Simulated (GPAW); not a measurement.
Runs of GPAW 26.7.0 on Pd3I. The structure is tetragonal, space group I4/mmm (No. 139). Conventional cell: a = 4.294 Å, b = 4.294 Å, c = 7.752 Å, α = 90.00°, β = 90.00°, γ = 90.00°. I (site symmetry 4/mmm) is surrounded by 12 Pd at 2.89 to 3.04 Å. Pd (site symmetry 4/mmm) has 8 Pd at 2.89 Å and 4 I at 3.04 Å as nearest neighbours. Pd (site symmetry -4m2) has 4 I at 2.89 Å and 8 Pd at 2.89 to 3.04 Å as nearest neighbours. The cell comes from a database or a generator and needn't be the stable form of this composition.

```csv
task,level,potentials or basis,smearing,gap on the mesh (eV),pressure (GPa)
single point,PBE,"GPAW PAW data sets (gpaw-data 1.2.1), pw",fermi-dirac 0.05 eV,none,0.8
single point,PBE,"GPAW PAW data sets (gpaw-data 1.2.1), pw",gaussian 0.02 eV,none,(a)
single point,RPBE,"the program's PAW data sets (release 1.2.1) made for this functional, pw",gaussian 0.1 eV,none,4.2
single point,LDA,"the program's PAW data sets (release 1.2.1) made for this functional, pw",gaussian 0.1 eV,none,-9.7
```

Alike in all rows: no spin polarisation; cell as given; k mesh 9 × 9 × 9; cutoff (eV) 600.

Question: Estimate the missing entries.

Answer: (a) 0.7.

Caveats: an odd number of electrons without spin polarisation forces a metal; a magnetic or distorted state may lie lower.

A k mesh can miss the band edges, and the runs leave out spin-orbit coupling on I, Pd.

A gap of «none» marks a metal or a gap under the smearing width.

Not every run made on this cell is shown here.
